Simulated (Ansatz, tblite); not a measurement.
# InCl2(OH) (Cl₂HInO): removing and adding an electron

What does removing or adding an electron cost or gain for InCl2(OH) (Cl₂HInO)? Each charged state is run at several levels.

Method: as each input shows; program: Ansatz 0.2.0, Gaussian basis.

The runs, in order: charge +1 doublet, at the geometry of the singlet (PBE0-D4/def2-TZVP, PBE-D4/def2-TZVP, r2SCAN-D4/def2-TZVP); charge -1 doublet, at the geometry of the singlet (PBE0-D4/def2-TZVPD, PBE-D4/def2-TZVPD, r2SCAN-D4/def2-TZVPD); the starting singlet's energies come from earlier runs.

2 further runs of the same task are left out: 2 set aside as unsound or not needed.

## 1. The structure

The singlet was relaxed beforehand with PBE0-D4/def2-SVP.

5 atoms, charge 0, spin multiplicity 1.

Atoms are counted from 1 here; the program's logs count them from 0.

Bond lengths: In1–Cl2 2.319 Å, In1–Cl3 2.332 Å, In1–O4 1.978 Å, O4–H5 0.966 Å. Angles: Cl2–In1–Cl3 119.4°, Cl2–In1–O4 119.8°, Cl3–In1–O4 120.8°, In1–O4–H5 111.4°.

In takes a core potential in the def2 sets. No spin-orbit coupling is included.

## 2. Charge +1 doublet at the fixed geometry, first pass, PBE0-D4/def2-SVP

File in.yaml:

```yaml
crystal:
  periodic: [false, false, false]
  atoms:
    - {symbol: In, position_ang: [0.311990, 0.288886, -0.068662]}
    - {symbol: Cl, position_ang: [2.593319, 0.552918, -0.390010]}
    - {symbol: Cl, position_ang: [-1.068635, 2.168756, -0.073569]}
    - {symbol: O, position_ang: [-0.439541, -1.520471, 0.205583]}
    - {symbol: H, position_ang: [-1.397133, -1.490099, 0.326657]}
basis:
  gaussian: {orbitals: def2-SVP}
total_charge: 1
magnetization: {spin_polarized: true, initial_magnetization: 1}
hamiltonian: {xc: pbe0, dispersion: d4}
output: {orbitals: {seedname: orbitals}}
```

Started as:

```bash
$ ansatz run in.yaml --threads 4 --pin off --events-out ev --progress --plain --max-ram 3916MiB
```

The program printed:

```text
Functional definition: PBE0
  name "PBE0"
  cite "Adamo & Barone, J. Chem. Phys. 110, 6158 (1999) doi:10.1063/1.478522"
  cite "Perdew, Burke & Ernzerhof, Phys. Rev. Lett. 77, 3865 (1996) doi:10.1103/PhysRevLett.77.3865"
  parent pbe
  parameter a = 0.25
  parameter kappa = 0.804
  parameter beta = 0.06672455060314922
  exchange = (1 - a)*pbe_x(kappa = kappa, mu = beta*pi^2/3) + a*exact_x
  correlation = pbe_c(beta = beta)
836 factors; integrals over basis functions are off by at most 1.0e-3 eV
mean field evaluation 1: about -32242.7769 eV, gradient 5.3e1 eV
mean field evaluation 2: about -32117.5845 eV, gradient 1.3e2 eV
mean field evaluation 4: about -32247.7254 eV, gradient 3.3e1 eV
mean field evaluation 8: about -32253.9821 eV, gradient 6.2e0 eV
mean field evaluation 16: about -32254.3232 eV, gradient 9.1e-2 eV
mean field evaluation 32: about -32254.3247 eV, gradient 7.0e-1 eV
mean field evaluation 64: about -32254.3479 eV, gradient 3.1e-2 eV
mean field evaluation 96: about -32254.3270 eV, gradient 7.4e-1 eV
mean field evaluation 128: about -32254.2847 eV, gradient 6.0e-1 eV
mean field evaluation 160: about -32254.3163 eV, gradient 6.8e-1 eV
mean field evaluation 192: about -32254.3354 eV, gradient 1.2e-1 eV
mean field -32254.34825621 eV, -1185.3254356332 hartree, gradient 1.4e-6 eV, S^2 0.766426; 16 other end points of the search recorded, 0 dependent functions left out
reference -32254.34828944 eV, -1185.3254368546 hartree; 32, 31 occupied and 49, 50 virtual orbitals, 836 factors
Total energy: -32254.44642643 eV, -1185.3290433222 hartree
```

Run time: 20 s. Hardware: 4 threads of Arm Neoverse V2, shared host.

Report: HOMO -14.31 eV, LUMO -13.23 eV (over both spins); ⟨S²⟩ 0.766 (pure: 0.75); the next solution that the search met lies 0.006 eV higher.

## 3. Charge +1 doublet at the fixed geometry, PBE0-D4/def2-TZVP

start.molden holds the orbitals of an earlier run on this state, given as this run's starting guess.

Edit in.yaml of step 2 so:

```diff
@@ -9,3 +9,3 @@
 basis:
-  gaussian: {orbitals: def2-SVP}
+  gaussian: {orbitals: def2-TZVP, initial_orbitals: start.molden}
 total_charge: 1
@@ -13,2 +13,3 @@
 hamiltonian: {xc: pbe0, dispersion: d4}
+scf: {omitted_lower_state_checks: [starts]}
 output: {orbitals: {seedname: orbitals}}
```

Launched as before.

The program printed:

```text
Functional definition: PBE0
  name "PBE0"
  cite "Adamo & Barone, J. Chem. Phys. 110, 6158 (1999) doi:10.1063/1.478522"
  cite "Perdew, Burke & Ernzerhof, Phys. Rev. Lett. 77, 3865 (1996) doi:10.1103/PhysRevLett.77.3865"
  parent pbe
  parameter a = 0.25
  parameter kappa = 0.804
  parameter beta = 0.06672455060314922
  exchange = (1 - a)*pbe_x(kappa = kappa, mu = beta*pi^2/3) + a*exact_x
  correlation = pbe_c(beta = beta)
these checks for a lower state are left out or cut short: starts
1212 factors; their error is unknown
mean field evaluation 1: about -32262.9585 eV, gradient 1.2e2 eV
mean field evaluation 2: about -32265.6527 eV, gradient 3.7e0 eV
mean field evaluation 4: about -32265.8520 eV, gradient 2.1e-1 eV
mean field evaluation 8: about -32265.8571 eV, gradient 1.3e-3 eV
mean field -32265.85710445 eV, -1185.7483780051 hartree, gradient 9.4e-6 eV, S^2 0.769217; 0 other end points of the search recorded, 0 dependent functions left out
reference -32265.85713459 eV, -1185.7483791128 hartree; 32, 31 occupied and 129, 130 virtual orbitals, 1212 factors
Total energy: -32265.95527158 eV, -1185.7519855804 hartree
Checks for a lower state left out: starts
```

It took 9.5 s on 4 threads of Arm Neoverse V2, shared host; peak memory 0.79 GiB.

HOMO -14.34 eV, LUMO -13.16 eV (over both spins); ⟨S²⟩ 0.769 (pure: 0.75).

## 4. Charge +1 doublet at the fixed geometry, PBE-D4/def2-TZVP

Edit in.yaml of step 3 so:

```diff
@@ -12,3 +12,3 @@
 magnetization: {spin_polarized: true, initial_magnetization: 1}
-hamiltonian: {xc: pbe0, dispersion: d4}
+hamiltonian: {xc: pbe, dispersion: d4}
 scf: {omitted_lower_state_checks: [starts]}
```

Launched as before.

The program printed:

```text
Functional definition: PBE
  name "PBE"
  cite "Perdew, Burke & Ernzerhof, Phys. Rev. Lett. 77, 3865 (1996) doi:10.1103/PhysRevLett.77.3865"
  parent pbe
  parameter kappa = 0.804
  parameter beta = 0.06672455060314922
  exchange = pbe_x(kappa = kappa, mu = beta*pi^2/3)
  correlation = pbe_c(beta = beta)
these checks for a lower state are left out or cut short: starts
1095 factors; their error is unknown
mean field evaluation 1: about -32264.4160 eV, gradient 9.2e0 eV
mean field evaluation 2: about -32264.5752 eV, gradient 3.2e-1 eV
mean field evaluation 4: about -32264.5894 eV, gradient 3.4e-2 eV
mean field evaluation 8: about -32264.5778 eV, gradient 2.8e-2 eV
mean field evaluation 16: about -32264.5778 eV, gradient 1.4e-5 eV
mean field -32264.57781481 eV, -1185.7013649778 hartree, gradient 1.5e-6 eV, S^2 0.753770; 0 other end points of the search recorded, 0 dependent functions left out
reference -32264.57785840 eV, -1185.7013665798 hartree; 32, 31 occupied and 129, 130 virtual orbitals, 1095 factors
Total energy: -32264.69083054 eV, -1185.7055182296 hartree
Checks for a lower state left out: starts
```

Wall time 6.5 s (4 threads of Arm Neoverse V2, shared host).

HOMO -13.46 eV, LUMO -13.48 eV (over both spins; with the spin held, an empty level of the minority spin lies below the top filled one); ⟨S²⟩ 0.754 (pure: 0.75).

## 5. Charge +1 doublet at the fixed geometry, r2SCAN-D4/def2-TZVP

Edit in.yaml of step 4 so:

```diff
@@ -12,3 +12,3 @@
 magnetization: {spin_polarized: true, initial_magnetization: 1}
-hamiltonian: {xc: pbe, dispersion: d4}
+hamiltonian: {xc: r2scan, dispersion: d4}
 scf: {omitted_lower_state_checks: [starts]}
```

Launched as before.

The program printed (excerpt; [...] marks lines left out):

```text
Functional definition: r2SCAN
  name "r2SCAN"
  cite "Furness, Kaplan, Ning, Perdew & Sun, J. Phys. Chem. Lett. 11, 8208 (2020) doi:10.1021/acs.jpclett.0c02405"
  cite "Furness, Kaplan, Ning, Perdew & Sun, J. Phys. Chem. Lett. 11, 9248 (2020) doi:10.1021/acs.jpclett.0c03077"
  parent r2scan
[...]
1095 factors; their error is unknown
[...]
mean field -32275.95719600 eV, -1186.1195495235 hartree, gradient 1.6e-6 eV, S^2 0.758798; 0 other end points of the search recorded, 0 dependent functions left out
reference -32275.95720791 eV, -1186.1195499610 hartree; 32, 31 occupied and 129, 130 virtual orbitals, 1095 factors
Total energy: -32275.98319824 eV, -1186.1205050883 hartree
Checks for a lower state left out: starts
```

It took 15 s on 4 threads of Arm Neoverse V2, shared host.

From the report: HOMO -13.67 eV, LUMO -13.62 eV (over both spins); ⟨S²⟩ 0.759 (pure: 0.75).

## 6. Vertical ionisation energy

Charged state less starting state, singlet to doublet; the starting state's energies are those of its earlier runs.

```
              level  vertical ionisation energy (eV)   time
   PBE-D4/def2-TZVP                           +10.63  7.6 s
r2SCAN-D4/def2-TZVP                           +10.88   18 s
  PBE0-D4/def2-TZVP                           +11.22   11 s
```

Times add the two runs; a level without a time comes out of a correlated run.

Beside −ε(HOMO) of the starting state:

```
              level  −ε(HOMO) (eV)  by difference (eV)  mismatch (eV)
   PBE-D4/def2-TZVP           7.65               10.63          -2.98
r2SCAN-D4/def2-TZVP           8.03               10.88          -2.85
  PBE0-D4/def2-TZVP           9.25               11.22          -1.96
```

## 7. Charge -1 doublet at the fixed geometry, first pass, PBE0-D4/def2-SVP

Edit in.yaml of step 5 so:

```diff
@@ -9,7 +9,6 @@
 basis:
-  gaussian: {orbitals: def2-TZVP, initial_orbitals: start.molden}
-total_charge: 1
+  gaussian: {orbitals: def2-SVP}
+total_charge: -1
 magnetization: {spin_polarized: true, initial_magnetization: 1}
-hamiltonian: {xc: r2scan, dispersion: d4}
-scf: {omitted_lower_state_checks: [starts]}
+hamiltonian: {xc: pbe0, dispersion: d4}
 output: {orbitals: {seedname: orbitals}}
```

The command is unchanged.

The program printed:

```text
Functional definition: PBE0
  name "PBE0"
  cite "Adamo & Barone, J. Chem. Phys. 110, 6158 (1999) doi:10.1063/1.478522"
  cite "Perdew, Burke & Ernzerhof, Phys. Rev. Lett. 77, 3865 (1996) doi:10.1103/PhysRevLett.77.3865"
  parent pbe
  parameter a = 0.25
  parameter kappa = 0.804
  parameter beta = 0.06672455060314922
  exchange = (1 - a)*pbe_x(kappa = kappa, mu = beta*pi^2/3) + a*exact_x
  correlation = pbe_c(beta = beta)
836 factors; integrals over basis functions are off by at most 1.0e-3 eV
mean field evaluation 1: about -32263.9729 eV, gradient 2.2e1 eV
mean field evaluation 2: about -32253.8106 eV, gradient 5.4e1 eV
mean field evaluation 4: about -32265.9519 eV, gradient 2.1e0 eV
mean field evaluation 8: about -32266.0601 eV, gradient 1.3e-1 eV
mean field evaluation 16: about -32266.0602 eV, gradient 1.3e-4 eV
mean field -32266.06018316 eV, -1185.7558410101 hartree, gradient 3.0e-5 eV, S^2 0.752678; 2 other end points of the search recorded, 0 dependent functions left out
reference -32266.06021560 eV, -1185.7558422020 hartree; 33, 32 occupied and 48, 49 virtual orbitals, 836 factors
Total energy: -32266.17767390 eV, -1185.7601587152 hartree
```

Run time: 1.8 s. Hardware: 4 threads of Arm Neoverse V2, shared host.

From the report: HOMO 1.40 eV, LUMO 3.56 eV (over both spins); ⟨S²⟩ 0.753 (pure: 0.75). Doubts: highest occupied level lies above zero.

## 8. Charge -1 doublet at the fixed geometry, PBE0-D4/def2-TZVPD

Edit in.yaml of step 7 so:

```diff
@@ -9,3 +9,3 @@
 basis:
-  gaussian: {orbitals: def2-SVP}
+  gaussian: {orbitals: def2-TZVPD, initial_orbitals: start.molden}
 total_charge: -1
@@ -13,2 +13,3 @@
 hamiltonian: {xc: pbe0, dispersion: d4}
+scf: {omitted_lower_state_checks: [starts]}
 output: {orbitals: {seedname: orbitals}}
```

The command is unchanged.

The program printed:

```text
Functional definition: PBE0
  name "PBE0"
  cite "Adamo & Barone, J. Chem. Phys. 110, 6158 (1999) doi:10.1063/1.478522"
  cite "Perdew, Burke & Ernzerhof, Phys. Rev. Lett. 77, 3865 (1996) doi:10.1103/PhysRevLett.77.3865"
  parent pbe
  parameter a = 0.25
  parameter kappa = 0.804
  parameter beta = 0.06672455060314922
  exchange = (1 - a)*pbe_x(kappa = kappa, mu = beta*pi^2/3) + a*exact_x
  correlation = pbe_c(beta = beta)
these checks for a lower state are left out or cut short: starts
1364 factors; their error is unknown
mean field evaluation 1: about -32274.2856 eV, gradient 1.2e2 eV
mean field evaluation 2: about -32277.6463 eV, gradient 5.3e0 eV
mean field evaluation 4: about -32278.1820 eV, gradient 1.9e-2 eV
mean field evaluation 8: about -32278.2823 eV, gradient 2.3e-5 eV
mean field -32278.28228870 eV, -1186.2049951043 hartree, gradient 2.3e-5 eV, S^2 0.752118; 0 other end points of the search recorded, 0 dependent functions left out
reference -32278.28232883 eV, -1186.2049965791 hartree; 33, 32 occupied and 164, 165 virtual orbitals, 1364 factors
Total energy: -32278.39978714 eV, -1186.2093130923 hartree
Checks for a lower state left out: starts
```

Run time: 5.5 s. Hardware: 4 threads of Arm Neoverse V2, shared host; peak memory 0.74 GiB.

From the report: HOMO 0.44 eV, LUMO 2.20 eV (over both spins); ⟨S²⟩ 0.752 (pure: 0.75). Doubts: highest occupied level lies above zero.

## 9. Charge -1 doublet at the fixed geometry, PBE-D4/def2-TZVPD

Edit in.yaml of step 8 so:

```diff
@@ -12,3 +12,3 @@
 magnetization: {spin_polarized: true, initial_magnetization: 1}
-hamiltonian: {xc: pbe0, dispersion: d4}
+hamiltonian: {xc: pbe, dispersion: d4}
 scf: {omitted_lower_state_checks: [starts]}
```

Same command.

The program printed:

```text
Functional definition: PBE
  name "PBE"
  cite "Perdew, Burke & Ernzerhof, Phys. Rev. Lett. 77, 3865 (1996) doi:10.1103/PhysRevLett.77.3865"
  parent pbe
  parameter kappa = 0.804
  parameter beta = 0.06672455060314922
  exchange = pbe_x(kappa = kappa, mu = beta*pi^2/3)
  correlation = pbe_c(beta = beta)
these checks for a lower state are left out or cut short: starts
1226 factors; their error is unknown
mean field evaluation 1: about -32276.4159 eV, gradient 9.2e0 eV
mean field evaluation 2: about -32276.5427 eV, gradient 2.0e-1 eV
mean field evaluation 4: about -32276.5292 eV, gradient 1.8e-3 eV
mean field -32276.52917774 eV, -1186.1405694645 hartree, gradient 4.7e-5 eV, S^2 0.750925; 0 other end points of the search recorded, 0 dependent functions left out
reference -32276.52922952 eV, -1186.1405713674 hartree; 33, 32 occupied and 164, 165 virtual orbitals, 1226 factors
Total energy: -32276.66432837 eV, -1186.1455361586 hartree
Checks for a lower state left out: starts
```

It took 2.9 s on 4 threads of Arm Neoverse V2, shared host.

HOMO 1.00 eV, LUMO 1.39 eV (over both spins); ⟨S²⟩ 0.751 (pure: 0.75). Doubts: highest occupied level lies above zero.

## 10. Charge -1 doublet at the fixed geometry, r2SCAN-D4/def2-TZVPD

Edit in.yaml of step 9 so:

```diff
@@ -12,3 +12,3 @@
 magnetization: {spin_polarized: true, initial_magnetization: 1}
-hamiltonian: {xc: pbe, dispersion: d4}
+hamiltonian: {xc: r2scan, dispersion: d4}
 scf: {omitted_lower_state_checks: [starts]}
```

The command is unchanged.

The program printed:

```text
Functional definition: r2SCAN
  name "r2SCAN"
  cite "Furness, Kaplan, Ning, Perdew & Sun, J. Phys. Chem. Lett. 11, 8208 (2020) doi:10.1021/acs.jpclett.0c02405"
  cite "Furness, Kaplan, Ning, Perdew & Sun, J. Phys. Chem. Lett. 11, 9248 (2020) doi:10.1021/acs.jpclett.0c03077"
  parent r2scan
  parameter k0 = 0.174
  parameter k1 = 0.065
  parameter a1 = 4.9479
  exchange = r2scan_x(k0 = k0, k1 = k1, a1 = a1)
  correlation = r2scan_c
these checks for a lower state are left out or cut short: starts
1226 factors; their error is unknown
mean field evaluation 1: about -32288.0170 eV, gradient 6.5e0 eV
mean field evaluation 2: about -32288.0583 eV, gradient 8.7e-2 eV
mean field evaluation 4: about -32288.0462 eV, gradient 1.1e-3 eV
mean field -32288.04620185 eV, -1186.5638122941 hartree, gradient 2.8e-5 eV, S^2 0.753152; 0 other end points of the search recorded, 0 dependent functions left out
reference -32288.04624871 eV, -1186.5638140165 hartree; 33, 32 occupied and 164, 165 virtual orbitals, 1226 factors
Total energy: -32288.07778163 eV, -1186.5649728299 hartree
Checks for a lower state left out: starts
```

It took 8 s on 4 threads of Arm Neoverse V2, shared host.

From the report: HOMO 1.01 eV, LUMO 1.80 eV (over both spins); ⟨S²⟩ 0.753 (pure: 0.75). Doubts: highest occupied level lies above zero.

## 11. Vertical electron affinity

Starting state less charged state (positive: the electron is bound), singlet to doublet; the starting state's energies are those of its earlier runs.

```
               level  vertical electron affinity (eV)   time
   PBE-D4/def2-TZVPD                            +1.27  4.5 s
r2SCAN-D4/def2-TZVPD                            +1.16   12 s
  PBE0-D4/def2-TZVPD                            +1.17    8 s
```

Times add the two runs; a level without a time comes out of a correlated run.

Beside −ε(LUMO) of the starting state:

```
               level  −ε(LUMO) (eV)  by difference (eV)  mismatch (eV)
   PBE-D4/def2-TZVPD           3.72                1.27          +2.45
r2SCAN-D4/def2-TZVPD           3.50                1.16          +2.34
  PBE0-D4/def2-TZVPD           2.84                1.17          +1.68
```

## 12. What came out

| quantity | value |
| --- | --- |
| vertical ionisation energy, functionals in def2-TZVP | 10.63 (PBE-D4) to 11.22 eV (PBE0-D4) |
| vertical electron affinity, functionals in def2-TZVPD | 1.16 (r2SCAN-D4) to 1.27 eV (PBE-D4) |

What this shows: The vertical ionisation energy spans 10.63 to 11.22 eV over the functionals. −ε(HOMO) misses the level's own difference by -1.96 eV at best (PBE0-D4) and -2.98 eV at worst (PBE-D4). The vertical electron affinity spans 1.16 to 1.27 eV over the functionals. The anion's highest level lies above zero where self-interaction lifts it, so diffuse functions weigh on these values. −ε(LUMO) misses the level's own difference by +1.68 eV at best (PBE0-D4) and +2.45 eV at worst (PBE-D4).

The anion's highest level is positive in at least one run, so there the basis alone may hold the extra electron.
